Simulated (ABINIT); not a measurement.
Ti3S2:

```xyz
5
Lattice="2.7131 1.5664 3.2376 -2.7131 1.5664 3.2376 0.0000 -3.1328 3.2376" Properties=species:S:1:pos:R:3 pbc="T T T"
Ti   -0.9107   -1.5555    3.2376
Ti    1.8024   -0.0109    3.2376
Ti   -0.8918    1.5664    3.2376
S     0.0000    0.0000    1.6302
S     0.0000    0.0000    8.0827
```

The cell comes from a database or a generator and needn't be the stable form of this composition.

```yaml
Program: ABINIT 10.8.3 (patched build)
Task: single point
Functional: PBEsol
Potentials_or_basis: PseudoDojo NC SR PBEsol v0.4.1 standard
Cutoff: 1143 eV
k_mesh: 6 × 6 × 6
Occupations: fermi-dirac, width 0.05 eV
Spin: no spin polarisation
```

On this cell: pressure -4.5 GPa; largest force 0.044 eV/Å; band gap on the k mesh none (metal or under the smearing width).

The same run follows on a disturbed copy (atoms moved at random, drawn with an rms of 0.05 Å):

```
Ti S
1.0
     2.71311    1.56642    3.23762
    -2.71311    1.56642    3.23762
     0.00000   -3.13283    3.23762
Ti S
3 2
Direct
  0.00504 0.33886 0.65433
  0.66145 0.00702 0.33455
  0.33258 0.65915 0.99989
  0.14899 0.19212 0.16459
  0.83772 0.83799 0.82778
```

Q: What changes?

A: The energy (extrapolated to zero smearing) moves by +23.3 meV/atom; pressure -4.1 GPa; largest force 1.312 eV/Å; band gap on the k mesh none (metal or under the smearing width).

Forces on the atoms (eV/Å):
```
Ti  -0.392 -0.392  0.291
Ti  -0.109  0.059 -0.380
Ti  -0.419  0.720  0.925
S    1.227 -0.072 -0.458
S   -0.307 -0.314 -0.378
```

Stress tensor (GPa, compression positive):
```
-5.49 -1.37 -0.21
-1.37 -2.63  0.02
-0.21  0.02 -4.27
```
